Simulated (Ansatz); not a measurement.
# GeTePb2Se2: the cost of one run

Computed with Ansatz 0.2.0, driven from Python. The levels of theory stand in the script.

### Step 1. The structure

Symmetry: P3m1, No. 156, trigonal system. The conventional cell has a = 4.321 Å, b = 4.321 Å, c = 10.834 Å, α = 90.00°, β = 90.00°, γ = 120.00°. Around Ge (site symmetry 3m) lie 3 Te at 2.93 Å and 3 Se at 3.00 Å. Around Te (site symmetry 3m) lie 3 Ge at 2.93 Å and 3 Pb at 3.38 Å. Pb (site symmetry 3m) is surrounded by 6 Se at 2.99 to 3.22 Å. Around Pb (site symmetry 3m) lie 3 Se at 2.99 Å and 3 Te at 3.38 Å. Se (site symmetry 3m) is surrounded by 3 Pb at 2.99 Å and 3 Ge at 3.00 Å. Se (site symmetry 3m) has 6 Pb at 2.99 to 3.22 Å in its first shell of neighbours.

The script holds or builds the structure itself.

### Step 2. The script

Input file xc.py:

```python
"""Functional comparison for GeTePb2Se2 (totals differ with the potentials too)."""

import ansatz as az
from pymatgen.core import Lattice, Structure
from pymatgen.io.ase import AseAtomsAdaptor

config = {
    "mesh": (6, 6, 2),
    "occupations": "fixed",
}

pmg_structure = Structure(
    Lattice([(4.320526, 0.0, 0.0), (-2.160263, 3.741685, 0.0), (0.0, 0.0, 10.833923)]),
    ["Ge", "Te", "Pb", "Pb", "Se", "Se"],
    [
        (0.0, 0.0, 0.006203),
        (2 / 3, 1 / 3, 0.864654),
        (2 / 3, 1 / 3, 0.313318),
        (1 / 3, 2 / 3, 0.654224),
        (1 / 3, 2 / 3, 0.160367),
        (0.0, 0.0, 0.501233),
    ],
)
structure = az.Crystal.from_ase(AseAtomsAdaptor.get_atoms(pmg_structure))

job = structure.calculation()
job = job.kpoints(*config["mesh"])
job = job.occupations(config["occupations"]).stress()

rows = []
for value in ["pbesol", "lda", "r2scan"]:
    data = job.functional(value).run(threads=1).report
    rows.append((value, data["free_energy_ev"] / len(data["lattice"]["sites"]), data["n_iterations"], sum(data["stress_gpa"][i][i] for i in range(3)) / 3, data["n_kpoints"]))

print("  functional   F/atom (eV)    iterations       P (GPa)      k-points")
for row in rows:
    print(f"{str(row[0]):>12s}  {row[1]:12.5f}  {row[2]:12d}  {row[3]:12.3f}  {row[4]:12d}")
```

### Step 3. What the engine is handed

The engine receives this input (first run):

```yaml
crystal:
  lattice:
    - [4.320526, 0.0, 0.0]
    - [-2.160263, 3.741685, 0.0]
    - [0.0, 0.0, 10.833923]
  atoms:
    - { symbol: Ge, position: [0.0, 0.0, 0.006203] }
    - { symbol: Te, position: [0.6666666666666666, 0.3333333333333333, 0.864654] }
    - { symbol: Pb, position: [0.6666666666666666, 0.3333333333333333, 0.313318] }
    - { symbol: Pb, position: [0.3333333333333333, 0.6666666666666666, 0.654224] }
    - { symbol: Se, position: [0.3333333333333333, 0.6666666666666666, 0.160367] }
    - { symbol: Se, position: [0.0, 0.0, 0.501233] }
kpoints:
  mp_grid:
    grid: [6, 6, 2]
hamiltonian:
  xc: pbesol
scf:
  occupations:
    method: fixed
output:
  stress: true
```

### Step 4. The run

Started as:

```bash
> python xc.py
```

Q: Estimate wall time and peak memory on 1 thread of Arm Neoverse V2, shared host.

About 38 s, with a peak of 0.92 GiB.
